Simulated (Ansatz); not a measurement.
# Ge₂H₆O₂: up Jacob's ladder to CCSD(T)

Aim: compute Ge₂H₆O₂ with functionals from several rungs and with coupled cluster, and see how far each lands from CCSD(T) at the basis-set limit for the atomisation energy.

Method: functionals in def2-TZVPP, the program's frozen cores in correlated methods; program: Ansatz 0.2.0, Gaussian basis.

Levels to be run: PBE-D4, r2SCAN-D4, PBE0-D4, B3LYP-D4, ωB97X-V, ωB97M-V, B2PLYP; CCSD(T)/def2-TZVPP; MP2/def2-QZVPP; extrapolation to the limit.

## 1. The relaxed structure

The geometry comes from an earlier relaxation with PBE0-D4 in a triple-zeta def2 set; it is a stationary point, not always the lowest conformer.

10 atoms, charge 0, spin multiplicity 1.

Atoms are counted from 1 here; the program's logs count them from 0.

Bond lengths: O1–Ge2 1.786 Å, O1–H5 0.959 Å, Ge2–Ge3 2.432 Å, Ge2–H6 1.533 Å, Ge2–H7 1.546 Å, Ge3–O4 1.788 Å, Ge3–H8 1.547 Å, Ge3–H9 1.547 Å, O4–H10 0.960 Å. Angles: Ge2–O1–H5 112.6°, O1–Ge2–Ge3 110.7°, O1–Ge2–H6 104.2°, O1–Ge2–H7 109.4°, Ge3–Ge2–H6 112.3°, Ge3–Ge2–H7 109.7°, H6–Ge2–H7 110.5°, Ge2–Ge3–O4 105.4°, Ge2–Ge3–H8 112.7°, Ge2–Ge3–H9 112.0°, O4–Ge3–H8 109.4°, O4–Ge3–H9 109.3°, H8–Ge3–H9 108.1°, Ge3–O4–H10 112.6°.

As a file:

```xyz
10
Ge2H6O2
O    -2.1256   -0.7924    0.7624
Ge   -0.9496   -0.7912   -0.5822
Ge    1.0916    0.3634    0.0634
O     0.6775    2.1024    0.0474
H    -1.7827   -1.2152    1.5525
H    -1.6837   -0.0786   -1.7233
H    -0.6200   -2.2495   -0.9763
H     2.2592    0.1042   -0.9171
H     1.5592   -0.0382    1.4829
H     1.3994    2.6557    0.3535
```

## 2. PBE-D4 (GGA)

File in.yaml:

```yaml
crystal:
  periodic: [false, false, false]
  atoms:
    - {symbol: O, position_ang: [-2.125646, -0.792441, 0.762426]}
    - {symbol: Ge, position_ang: [-0.949566, -0.791207, -0.582163]}
    - {symbol: Ge, position_ang: [1.091646, 0.363404, 0.063428]}
    - {symbol: O, position_ang: [0.677461, 2.102378, 0.047413]}
    - {symbol: H, position_ang: [-1.782744, -1.215168, 1.552537]}
    - {symbol: H, position_ang: [-1.683701, -0.078606, -1.723339]}
    - {symbol: H, position_ang: [-0.619999, -2.249475, -0.976332]}
    - {symbol: H, position_ang: [2.259207, 0.104167, -0.917115]}
    - {symbol: H, position_ang: [1.559198, -0.038171, 1.482889]}
    - {symbol: H, position_ang: [1.399442, 2.655718, 0.353454]}
basis:
  gaussian: {orbitals: def2-TZVPP}
hamiltonian: {xc: pbe, dispersion: d4}
output: {forces: true, orbitals: {seedname: orbitals}}
```

On the command line:

```
$ ansatz run in.yaml --threads 4 --pin off --events-out ev --progress --plain --max-ram 10444MiB
```

Further steps of the session: r2SCAN-D4 (meta-GGA); PBE0-D4 (hybrid); B3LYP-D4 (hybrid); ωB97X-V (range-separated); ωB97M-V (range-separated); B2PLYP (double hybrid); CCSD(T) in def2-TZVPP; MP2 in def2-QZVPP.

Q: Predict the results of all the runs planned. Wanted: atomisation energy, CCSD(T)/CBS; farthest; mean size of error, hybrid; mean size of error, range-separated; gap, smallest and largest; T1 diagnostic; triples share of the correlation energy.

**Answer**, as computed:

| quantity | value |
| --- | --- |
| atomisation energy, CCSD(T)/CBS | 3074.5 kJ/mol |
| functionals within 30.7 kJ/mol (1.0 %) | PBE-D4, r2SCAN-D4, ωB97X-V |
| farthest | PBE0-D4 (-81.6 kJ/mol) |
| mean size of error, hybrid | 68.8 kJ/mol |
| mean size of error, range-separated | 27.9 kJ/mol |
| gap, smallest and largest | 5.34 eV (PBE-D4), 11.76 eV (ωB97X-V) |
| T1 diagnostic | 0.0120 |
| triples share of the correlation energy | 3.4 % |

**Reading.** PBE-D4 is off by -20.6 kJ/mol. Double hybrids carry the basis error of their MP2 part in triple zeta, and no dispersion term here, so their miss is partly the set-up's. Misses under about 30.7 kJ/mol are within the doubt on the reference itself, which lacks core-valence correlation, relativity and higher excitations, and its outer-core shells are covered unevenly. Hartree-Fock recovers 68 % of the binding; the rest is correlation. Orbital gaps span 5.3 to 11.8 eV; exact exchange widens them. Correlated methods include outer-core shells of Ge, which these sets cover unevenly.
